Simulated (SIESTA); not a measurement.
TaWC2:

```
W Ta C
1.0
     1.57186    0.90751    5.10162
    -1.57186    0.90751    5.10162
     0.00000   -1.81502    5.10162
W Ta C
1 1 2
Direct
  0.00000 0.00000 0.00000
  0.50000 0.50000 0.50000
  0.25093 0.25093 0.25093
  0.74907 0.74907 0.74907
```

The cell comes from a database or a generator and needn't be the stable form of this composition.

Base run:

| Property | Result |
| --- | --- |
| Program | SIESTA 5.4.2 |
| Functional | PBEsol |
| Potentials or basis | PseudoDojo 0.4 standard (PBEsol files) |
| Basis | TZP (energy shift 0.003 Ry; two zetas on semicore shells) |
| Grid cutoff | 800 Ry |
| Energy shift | 0.003 Ry |
| k mesh | 10 × 10 × 10 |
| Occupations | fermi-dirac, width 0.05 eV |
| Spin | no spin polarisation |

Its results: band gap on the k mesh none (metal or under the smearing width); pressure -6.2 GPa; largest force 0.027 eV/Å.

Task: The run is repeated on the same cell with these changes: basis from TZP (energy shift 0.003 Ry; two zetas on semicore shells) to DZ (energy shift 0.003 Ry; two zetas on semicore shells). What comes out?

Result: Band gap on the k mesh none (metal or under the smearing width); pressure -1.6 GPa; largest force 0.077 eV/Å.

Caveats: short orbitals over semicore shells can move pressures by several GPa; spin-orbit coupling is left out, which moves the levels of the heavy elements; the basis of atomic orbitals isn't converged, which shifts pressures, moduli and gaps; the basis has no polarisation orbitals (some runs).
